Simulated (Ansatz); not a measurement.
# Rb (diamond type): the cost of one run

Computed with Ansatz 0.2.0 (DFT LDA, with the methods named in each step, unless a step's input says otherwise).

This is Rb in the diamond structure; at room conditions it is bcc.

1 further run of the same task is left out (it didn't finish).

## 1. The structure to begin with

Symmetry: Fd-3m, No. 227, cubic system. The conventional cell has a = 9.822 Å, b = 9.822 Å, c = 9.822 Å, α = 90.00°, β = 90.00°, γ = 90.00°. Rb (site symmetry -43m) is surrounded by 4 Rb at 4.25 Å.

As a file:

```
Rb
1.0
     0.00000    4.91080    4.91080
     4.91080    0.00000    4.91080
     4.91080    4.91080    0.00000
Rb
2
Cartesian
  -1.2277 -1.2277 -1.2277
  1.2277 1.2277 1.2277
```

Whether this phase is the stable one at these pressures isn't tested.

Atoms are numbered in the order of the input: Rb1, Rb2.

## 2. The reference volume, LAPW

Contents of input.yaml:

```yaml
crystal:
  lattice:
    - [0.0, 4.9108015665, 4.9108015665]
    - [4.9108015665, 0.0, 4.9108015665]
    - [4.9108015665, 4.9108015665, 0.0]
  atoms:
    - { symbol: Rb, position: [-0.125, -0.125, -0.125] }
    - { symbol: Rb, position: [0.125, 0.125, 0.125] }
kpoints:
  mp_grid: { grid: [7, 7, 7] }
  band_path:
    path:
      - [0.0, 0.0, 0.0]
      - [0.5, 0.0, 0.5]
      - [0.625, 0.25, 0.625]
      - [0.375, 0.375, 0.75]
      - [0.0, 0.0, 0.0]
      - [0.5, 0.5, 0.5]
      - [0.5, 0.25, 0.75]
      - [0.5, 0.0, 0.5]
    npoints: 14
scf:
  occupations: { method: fermi_dirac, width: 0.08 }
hamiltonian:
  xc: lda
  pseudopotentials: { kind: all_electron, lapw: { basis_error: 0.001 } }
output:
  forces: true
  stress: true
  eigenvalues: true
  populations: true
  dos: { projected: true, de: 0.2, e_range: [-14, 8] }
```

Run with:

```console
> ansatz run input.yaml --threads 1 --pin off --max-ram 2048MiB --backend cpu --events-out ev --progress --plain --runs-dir out
```

What time and memory should one allow on 1 thread of Arm Neoverse V1, shared host?

About 11 s, with a peak of 0.22 GiB.
